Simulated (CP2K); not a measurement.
HPbNO4 in CP2K: the effect of functional

The system is HPbNO4.

```xyz
7
Lattice="4.2041 0.0000 0.0000 2.0217 3.8395 0.0000 2.0469 1.2790 6.2813" Properties=species:S:1:pos:R:3 pbc="T T T"
H     6.4119    3.4218    3.9444
Pb    4.2925    4.6959    5.5497
N     2.2802    1.4940    1.8951
O     6.4140    3.5006    4.9249
O     2.3104    1.0037    0.7095
O     2.3185    0.7238    2.8804
O     2.2113    2.7408    2.0273
```

The cell was built by a generator and needn't be a form met in nature.

Alike in all runs:

| Item | Value |
| --- | --- |
| Program | CP2K 2026.2 |
| Task | band structure |
| Potentials or basis | POTENTIAL_UZH H GTH-PBE-q1, Pb GTH-PBE-q4, N GTH-PBE-q5, O GTH-PBE-q6; TZVP-MOLOPT-PBE-GTH basis |
| Density cutoff | 13606 eV |
| k mesh | 7 × 7 × 5 |
| Occupations | fermi-dirac, width 0.05 eV |
| Spin | no spin polarisation |

| functional | gap on the mesh (eV) |
| --- | --- |
| r2SCAN | 3.06 |
| TB-mBJ | ? |
| SCAN | 3.03 |
| vdW-DF-cx | 2.75 |
| LDA | 2.64 |
| PBEsol | 2.70 |
| RPBE | 2.79 |

Question: What does the run with functional TB-mBJ give?

Answer: gap on the mesh 3.19 eV.

Caveats: spin-orbit coupling is left out, which as a rule narrows the gap of such compounds by several tenths of an eV; the basis of atomic orbitals isn't converged, which shifts pressures, moduli and gaps; this is a model potential without an energy functional, so only levels have meaning (some runs).

A k mesh can miss the band edges.

Runs at the PBE level aren't shown here.
